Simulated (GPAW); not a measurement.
TaO:

```
CELL_PARAMETERS angstrom
3.06611 0.00000 0.00000
-1.53306 2.65533 0.00000
0.00000 0.00000 3.85502
ATOMIC_POSITIONS crystal
Ta 0.00000 0.00000 0.50000
O 0.00000 0.00000 0.00000
```

The cell was built by a generator and needn't be a form met in nature.

Base run:

- Program: GPAW 26.7.0
- Functional: PBE
- Potentials or basis: GPAW PAW data sets (gpaw-data 1.2.1)
- Cutoff: 800 eV
- Basis: pw
- k mesh: 9 × 9 × 6
- Occupations: fermi-dirac, width 0.05 eV
- Spin: no spin polarisation

Its results: band gap on the k mesh none (metal or under the smearing width); pressure 0.3 GPa.

Task: The run is repeated on the same cell with these changes: hubbard terms from none to Ta d U = 6 eV. What comes out?

Result: Band gap on the k mesh none (metal or under the smearing width); pressure 10.5 GPa.

Caveats: an odd number of electrons without spin polarisation forces a metal; a magnetic or distorted state may lie lower; U without spin polarisation on a metal has little footing (some runs).
